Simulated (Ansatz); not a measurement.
# B2PLYP/6-31G(d) (spherical functions) run of C3H9BO3 (trimethyl borate)

Aim: the electronic atomisation energy of C3H9BO3 (trimethyl borate) at B2PLYP/6-31G* (spherical functions), from 5 runs. 

Program for the calculation: Ansatz 0.2.0.

53 further runs of the same task are left out: 53 set aside as unsound or not needed.

### 1 The structure to begin with

C3H9BO3: 16 atoms, total charge 0, spin state singlet. SMILES: `COB(OC)OC`. Geometry: relaxed at PBE0-D4/def2-TZVP.

Bond lengths: C1–O2 1.412 Å, O2–B3 1.363 Å, B3–O4 1.363 Å, O4–C5 1.412 Å, B3–O6 1.363 Å, O6–C7 1.412 Å, C1–H8 1.093 Å, C1–H9 1.093 Å, C1–H10 1.090 Å, C5–H11 1.093 Å, C5–H12 1.093 Å, C5–H13 1.090 Å, C7–H14 1.093 Å, C7–H15 1.093 Å, C7–H16 1.090 Å. Some angles: C1–O2–B3 120.2°, O2–B3–O4 120.0°, O2–B3–O6 120.0°, O4–B3–O6 120.0°, B3–O4–C5 120.2°, B3–O6–C7 120.2°, O2–C1–H8 111.3°, O2–C1–H9 111.3°, O2–C1–H10 107.6°, O4–C5–H11 111.3°.

### 2 The energy at B2PLYP/6-31G(d) (spherical functions)

molecule.yaml reads:

```yaml
basis:
  gaussian:
    orbitals: 6-31G_st_-spherical.json
crystal:
  periodic: [false, false, false]
  atoms:
    - {symbol: C, position_ang: [0.495720, -0.646730, -2.262610]}
    - {symbol: O, position_ang: [-0.175840, 0.182850, -1.338690]}
    - {symbol: B, position_ang: [0.000140, 0.000100, 0.000000]}
    - {symbol: O, position_ang: [0.825800, -0.985800, 0.450290]}
    - {symbol: C, position_ang: [1.010960, -1.178550, 1.836440]}
    - {symbol: O, position_ang: [-0.650070, 0.802840, 0.888440]}
    - {symbol: C, position_ang: [-1.506700, 1.825270, 0.426170]}
    - {symbol: H, position_ang: [1.580410, -0.565040, -2.153520]}
    - {symbol: H, position_ang: [0.214930, -1.695090, -2.131270]}
    - {symbol: H, position_ang: [0.211110, -0.322610, -3.263990]}
    - {symbol: H, position_ang: [1.432620, -0.286900, 2.307940]}
    - {symbol: H, position_ang: [0.066710, -1.416360, 2.333400]}
    - {symbol: H, position_ang: [1.702440, -2.011880, 1.963760]}
    - {symbol: H, position_ang: [-0.965900, 2.546210, -0.192620]}
    - {symbol: H, position_ang: [-2.330740, 1.415550, -0.163930]}
    - {symbol: H, position_ang: [-1.911590, 2.336140, 1.300180]}
hamiltonian:
  xc: {name: B2PLYP}
correlation:
  frozen_orbitals: {B: 1, C: 1, H: 0, O: 1}
accuracy: high
output:
  orbitals: {seedname: orbitals}
```

The basis set 6-31G* is read from a file made from the Basis Set Exchange's data (not shown).

The run is started by

```
ansatz run molecule.yaml --threads 1 --pin off --max-ram 3480MiB --events-out events.jsonl --progress --plain --runs-dir runs
```

Output:

```text
Warning: RAYON_NUM_THREADS=1 ignored (pool sized by the plan → 1); use --threads N
Functional definition: B2PLYP
  name "B2PLYP"
  parameter a = 0.53
  parameter c = 0.27
  exchange = (1 - a)*b88_x + a*exact_x
  correlation = (1 - c)*lyp_c + c*(mp2_os + mp2_ss)
2909 factors; integrals over basis functions are off by at most 6.4e-9 eV
mean field evaluation 1: about -10054.1179 eV, gradient 5.1e1 eV
mean field evaluation 2: about -10054.1941 eV, gradient 5.1e1 eV
mean field evaluation 4: about -10059.0383 eV, gradient 4.0e0 eV
mean field evaluation 8: about -10059.0731 eV, gradient 4.0e-2 eV
mean field evaluation 16: about -10059.0731 eV, gradient 5.1e-6 eV
mean field -10059.07309987 eV, -369.6641181357 hartree, gradient 1.3e-8 eV, S^2 0.000000; 0 other end points of the search recorded, 0 dependent functions left out
7 core orbitals not correlated: weight in the atoms' cores, before any rotation towards them, 1.000 or more for the frozen orbitals, at most 0.000 for the correlated occupied ones
reference -10059.07312761 eV, -369.6641191551 hartree; 21, 21 occupied and 88, 88 virtual orbitals, 2909 factors
second order -32.44649457 eV of doubles, -0.00000000 eV of singles
Total energy: -10067.83368115 eV, -369.9860635594 hartree
```

Wall time 23 s (1 thread of Arm Neoverse V2, shared host); peak memory 0.51 GiB.

### 3 The B atom, same level

in.yaml reads:

```yaml
crystal:
  periodic: [false, false, false]
  atoms:
    - {symbol: B, position_ang: [0.000000, 0.000000, 0.000000]}
basis:
  gaussian:
    orbitals: 6-31G_st_-spherical.json
total_charge: 0
magnetization:
  spin_polarized: true
  initial_magnetization: 1
hamiltonian:
  xc: {name: B2PLYP}
correlation:
  frozen_orbitals: {B: 1}
accuracy: high
```

The basis set 6-31G* is read from a file made from the Basis Set Exchange's data (not shown).

Run the same way, it converges to -24.62297 Eh (log not shown).

### 4 The C atom

job.yaml reads:

```yaml
crystal:
  periodic: [false, false, false]
  atoms:
    - {symbol: C, position_ang: [0.000000, 0.000000, 0.000000]}
basis:
  gaussian:
    orbitals: 6-31G_st_-spherical.json
magnetization:
  spin_polarized: true
  initial_magnetization: 2
hamiltonian:
  xc: {name: B2PLYP}
correlation:
  frozen_orbitals: {C: 1}
accuracy: high
```

The basis set 6-31G* is read from a file made from the Basis Set Exchange's data (not shown).

Run the same way, it converges to -37.80871 Eh (log not shown).

### 5 The H atom

molecule.yaml reads:

```yaml
crystal:
  periodic: [false, false, false]
  atoms:
    - {symbol: H, position_ang: [0.000000, 0.000000, 0.000000]}
basis:
  gaussian: {orbitals: "6-31G*"}
magnetization: {spin_polarized: true, initial_magnetization: 1}
hamiltonian: {xc: {name: B2PLYP}}
correlation: {frozen_orbitals: {H: 0}}
accuracy: high
```

Run the same way, it converges to -0.49692 Eh (log not shown).

### 6 The O atom, same level

molecule.yaml reads:

```yaml
basis:
  gaussian: {orbitals: 6-31G_st_-spherical.json}
crystal:
  periodic: [false, false, false]
  atoms:
    - symbol: O
      position_ang: [0.000000, 0.000000, 0.000000]
correlation: {frozen_orbitals: {O: 1}}
magnetization: {spin_polarized: true, initial_magnetization: 2}
accuracy: high
hamiltonian: {xc: {name: B2PLYP}}
```

The basis set 6-31G* is read from a file made from the Basis Set Exchange's data (not shown).

Run the same way, it converges to -75.00324 Eh (log not shown).

### 7 Summary of results

Level: B2PLYP/6-31G* (spherical functions), 7 core orbitals frozen.

| quantity | value |
| --- | --- |
| molecule: total energy | -369.98606 Eh |
| molecule: HOMO energy (SCF part's orbitals) | -9.36 eV |
| molecule: LUMO energy (SCF part's orbitals) | 4.13 eV |
| molecule: HOMO–LUMO gap (SCF part's orbitals) | 13.49 eV |
| B atom: total energy | -24.62297 Eh |
| B atom: ⟨S²⟩ | 0.752 |
| C atom: total energy | -37.80871 Eh |
| C atom: ⟨S²⟩ | 2.003 |
| H atom: total energy | -0.49692 Eh |
| H atom: ⟨S²⟩ | 0.750 |
| O atom: total energy | -75.00324 Eh |
| O atom: ⟨S²⟩ | 2.003 |
| electronic atomisation energy | 66.803 eV |

In words: Taking the molecule apart into free atoms costs 66.80 eV (1541 kcal/mol), before zero-point energy and without spin-orbit coupling.
